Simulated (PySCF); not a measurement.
The system is F2BSeH, in a box.

```
F B Se H
1.0
    12.00000    0.00000    0.00000
     0.00000   13.00000    0.00000
     0.00000    0.00000   11.00000
F B Se H
2 1 1 1
Direct
  0.58985 0.38218 0.56414
  0.41232 0.44072 0.56327
  0.51768 0.45409 0.53391
  0.57022 0.57525 0.44819
  0.45863 0.62105 0.44205
```

Base run:

- Program: PySCF 2.14.0
- Functional: revPBE
- Potentials or basis: 6-31g* (all-electron)
- k mesh: 1 × 1 × 1
- Occupations: fixed
- Spin: no spin polarisation

Its results: gap between the frontier levels 5.88 eV.

After a change of settings the same cell gave: gap between the frontier levels 10.34 eV. Which change was it?
A. functional from revPBE to r2SCAN50; dispersion from none to D3(BJ)
B. functional from revPBE to AM05
C. functional from revPBE to HCTH407

A.

Caveats: this is a molecule in a periodic box at the Γ point, so its band gap is the HOMO-LUMO gap; relativity is left out, which matters for the heavier elements; the basis of atomic orbitals isn't converged, which shifts pressures, moduli and gaps.

Runs at the PBE level aren't shown here.
